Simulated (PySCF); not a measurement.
# AuSOH: triplet, from a PBE0 minimum start

Where does triplet AuSOH go from a PBE0 minimum start, is the end point a minimum, and what are its modes, charges and moments?

The runs use PySCF 2.14.0; PBE0, basis Au def2-SVP with ECP60, S def2-SVP, O def2-SVP, H def2-SVP, scalar-relativistic core potentials, no spin–orbit coupling, density fitting.

### 1 Starting geometry

4 atoms, charge 0, spin multiplicity 3.

Bond lengths: Au1–S2 2.168 Å, Au1–O3 1.941 Å, O3–H4 0.966 Å. Angles: S2–Au1–O3 179.5°, Au1–O3–H4 114.0°.

```xyz
4
charge 0 multiplicity 3
Au    0.0028    0.0000    0.1456
S    -0.0481    0.0000   -2.0218
O     0.0647    0.0000    2.0860
H    -0.8048    0.0000    2.5073
```

### 2 The SCF at the typed geometry

The steps below are one call of a driver around PySCF. For each, scf.py gives the equivalent set-up of the SCF; relaxations use the driver's own optimiser. After this first run the driver tries any further starts and a stability analysis.

scf.py

```python
from pyscf import gto, scf, dft
mol = gto.M(atom='''
Au     0.002810     0.000000     0.145625
S     -0.048122     0.000000    -2.021824
O      0.064658     0.000000     2.085967
H     -0.804790     0.000000     2.507301''',
    basis={'Au': 'def2-SVP', 'S': 'def2-SVP', 'O': 'def2-SVP', 'H': 'def2-SVP'},
    ecp={'Au': 'def2-SVP'},
    charge=0, spin=2)
mf = dft.UKS(mol, xc='PBE0')
mf.grids.atom_grid = (50, 194)
aux = {'Au': 'def2-universal-JKFIT', 'S': 'def2-universal-JKFIT', 'O': 'def2-universal-JKFIT', 'H': 'def2-universal-JKFIT'}
mf = mf.density_fit(auxbasis=aux)
mf.conv_tol = 1e-08
mf.diis_space = 10
mf.max_cycle = 60
mf.init_guess = 'minao'
mf.verbose = 4
mf.kernel()
```

Run with:

```bash
$ OMP_NUM_THREADS=2 python axn.py task.json out
```

Standard output:

```text
init E= -597.592206533436
[... the frontier-level lines of each cycle are left out ...]
cycle= 1 E= -607.98782952752  delta_E= -10.4  |g|=  1.5  |ddm|= 7.21
cycle= 2 E= -594.137078072954  delta_E= 13.9  |g|= 4.94  |ddm|= 7.51
cycle= 3 E= -609.015986462905  delta_E= -14.9  |g|= 0.768  |ddm|= 6.48
cycle= 4 E= -609.114878061689  delta_E= -0.0989  |g|= 0.654  |ddm|= 1.06
cycle= 5 E= -609.300838447778  delta_E= -0.186  |g|= 0.0364  |ddm|= 0.557
cycle= 6 E= -609.300562181295  delta_E= 0.000276  |g|= 0.0442  |ddm|= 0.106
cycle= 7 E= -609.301897135246  delta_E= -0.00133  |g|= 0.0123  |ddm|= 0.0655
cycle= 8 E= -609.301972367868  delta_E= -7.52e-05  |g|= 0.00575  |ddm|= 0.0135
cycle= 9 E= -609.302003987203  delta_E= -3.16e-05  |g|= 0.00165  |ddm|= 0.0103
cycle= 10 E= -609.302011985754  delta_E= -8e-06  |g|= 0.00193  |ddm|= 0.00958
cycle= 11 E= -609.302014476574  delta_E= -2.49e-06  |g|= 0.0012  |ddm|= 0.00319
cycle= 12 E= -609.302015801384  delta_E= -1.32e-06  |g|= 0.000338  |ddm|= 0.00298
cycle= 13 E= -609.302015942355  delta_E= -1.41e-07  |g|= 0.000161  |ddm|= 0.00144
cycle= 14 E= -609.3020159583  delta_E= -1.59e-08  |g|= 4.52e-05  |ddm|= 0.00027
cycle= 15 E= -609.302015960038  delta_E= -1.74e-09  |g|= 7.6e-06  |ddm|= 0.000108
Extra cycle  E= -609.302015959911  delta_E= 1.27e-10  |g|= 2.07e-05  |ddm|= 3.66e-05
converged SCF energy = -609.302015959911  <S^2> = 2.0111293  2S+1 = 3.0074104
```

This step, with its further starts and checks, ran for 12 s (2 threads of Arm Neoverse V1, shared host).

Energies from each starting density:

```csv
start,energy (Eh)
the minimal-basis guess,-609.302016
a thermally smeared density,-609.302016
a smeared PBE density,-609.302016
```

No lower solution of this spin turned up from the other starts or in the test of internal stability.

### 3 PBE0 minimum start, triplet: relaxation

The program finds Cs symmetry in the start, which this walk keeps. The walk stops when the largest gradient is under 0.0003 Eh/bohr and the energy has settled too.

Edit scf.py of step 2 so:

```diff
@@ -3,4 +3,4 @@
-Au     0.002810     0.000000     0.145625
-S     -0.048122     0.000000    -2.021824
-O      0.064658     0.000000     2.085967
-H     -0.804790     0.000000     2.507301''',
+Au     0.005908     0.000000     0.145897
+S     -0.045024     0.000000    -2.021552
+O      0.067756     0.000000     2.086239
+H     -0.801692     0.000000     2.507573''',
@@ -17 +16,0 @@
-mf.init_guess = 'minao'
```

Steps of the walk:

```csv
step,energy (Eh),change (kJ/mol),largest symmetric gradient (Eh/bohr)
0,-609.302016,0.00,0.00032
1,-609.302016,0.00,0.00018
```

The walk took 3.7 s.

Geometry (Å) and forces (eV/Å) at some steps:

```
step 0
Au   0.006   0.000   0.146   0.017   0.000  -0.017
S   -0.045   0.000  -2.022  -0.006   0.000   0.007
O    0.068   0.000   2.086  -0.012   0.000   0.008
H   -0.802   0.000   2.508   0.002   0.000   0.002
step 1
Au   0.008   0.000   0.146   0.009   0.000  -0.003
S   -0.046   0.000  -2.021  -0.003   0.000   0.002
O    0.067   0.000   2.087  -0.003   0.000  -0.002
H   -0.802   0.000   2.507  -0.004   0.000   0.003
```

End point (Cs, 1 steps, 0.0 kJ/mol gained): Au–O 1.942 Å, Au–S 2.168 Å, O–H 0.966 Å; Au–O–H 114.1°, O–Au–S 179.7°.

### 4 Is it a minimum? Harmonic modes

The point is checked on the finer grid, and tightened if its gradient asks for it. The Hessian and the dipole derivatives come from central differences of analytic gradients, with steps of 0.02 bohr.

Edit scf.py of step 3 so:

```diff
@@ -3,4 +3,4 @@
-Au     0.005908     0.000000     0.145897
-S     -0.045024     0.000000    -2.021552
-O      0.067756     0.000000     2.086239
-H     -0.801692     0.000000     2.507573''',
+Au     0.004659     0.000000     0.145992
+S     -0.046539     0.000000    -2.021444
+O      0.066250     0.000000     2.086242
+H     -0.803148     0.000000     2.507669''',
@@ -11 +11 @@
-mf.grids.atom_grid = (50, 194)
+mf.grids.atom_grid = (75, 302)
@@ -14 +14 @@
-mf.conv_tol = 1e-08
+mf.conv_tol = 1e-10
```

This SCF starts from the last density.

Log of the central SCF (cycles and frontier levels):

```text
init E= -609.30204344652
[... the frontier-level lines of each cycle are left out ...]
cycle= 1 E= -609.302043445846  delta_E= 6.74e-10  |g|= 3.86e-05  |ddm|= 4.79e-05
cycle= 2 E= -609.30204343813  delta_E= 7.72e-09  |g|= 0.00013  |ddm|= 0.000158
cycle= 3 E= -609.302043446587  delta_E= -8.46e-09  |g|= 1.19e-06  |ddm|= 0.000123
cycle= 4 E= -609.302043446589  delta_E= -1.82e-12  |g|= 6.52e-07  |ddm|= 1.38e-06
Extra cycle  E= -609.302043446588  delta_E= 1.14e-13  |g|= 1.42e-06  |ddm|= 1.96e-06
converged SCF energy = -609.302043446588  <S^2> = 2.0111298  2S+1 = 3.0074107
```

The whole step took 69 s.

Geometry: Cs; Au–O 1.941 Å, Au–S 2.168 Å, O–H 0.966 Å; Au–O–H 114.0°, O–Au–S 179.5°.

Harmonic modes (main isotopes):

```tsv
symmetry	ω (cm⁻¹)	IR (km/mol)
a''	123	4.5
a'	135	1.3
a'	425	1.6
a'	622	37.5
a'	741	147
a'	3864	218
```

All wavenumbers are real: a minimum.

Properties at this point:

- Dipole moment: 1.51 D
- Highest occupied level: -7.69 eV
- Lowest empty level: -4.73 eV
- Rotational constants: 22.75, 0.07995, 0.07967 cm⁻¹
- Zero-point energy: 35.4 kJ/mol
- Principal polarisabilities: 32.9, 33.7, 119.2 bohr³
- Atomisation energy without zero-point energy: 898 kJ/mol
- Principal traceless quadrupole moments about the centre of mass: -6.01, -1.23, 7.24 D Å
- Entropy at 298.15 K and 1 bar (electronic part: spin only): 309.7 J/(mol K)
- Heat capacity Cp at 298.15 K: 62.6 J/(mol K)
- Enthalpy at 298.15 K above 0 K: 14.88 kJ/mol
- Rotational symmetry number: 1
- Spin squared ⟨S²⟩: 2.011

Populations by atom (charges in e):

```
atom  Mulliken  Löwdin  polar tensor  spin (Mulliken)  Mayer order to Au1
 Au1      0.20   -0.16          0.30             0.27                   –
  S2      0.03    0.28          0.01             1.47                1.32
  O3     -0.43   -0.21         -0.64             0.26                0.86
  H4      0.21    0.09          0.33             0.00                0.01
```

Mulliken populations on Au1 (outside its core potential): s 3.10, p 6.29, d 9.39, f 0.02.

### 5 What came out

| quantity | value |
| --- | --- |
| minimum | triplet, Cs |
| geometry | Au–O 1.941 Å, Au–S 2.168 Å, O–H 0.966 Å; Au–O–H 114.0°, O–Au–S 179.5° |
| wavenumbers (cm⁻¹) | 123 (a''), 135 (a'), 425 (a'), 622 (a'), 741 (a'), 3864 (a') |
| dipole moment | 1.51 D |
| highest occupied, lowest empty level (either spin) | -7.69, -4.73 eV |
| polar-tensor charge of Au1 | +0.30 e |
| zero-point energy | 35.4 kJ/mol |
| entropy at 298.15 K | 309.7 J/(mol K) |
| atomisation energy (no zero-point energy) | 898 kJ/mol |
| ⟨S²⟩ | 2.011 |

What this shows: The PBE0 minimum start keeps its Cs symmetry and ends in a minimum. The strongest infrared band lies at 3864 cm⁻¹ (a'). Most of the spin sits on S2 (Mulliken spin 1.47, against 2 for the whole molecule). Other starts or spin states, not run here, may lie lower. One determinant may miss the lowest occupation of an open d or f shell. With an element this heavy the missing spin–orbit coupling can shift these numbers.

The search up to here took 85 s.
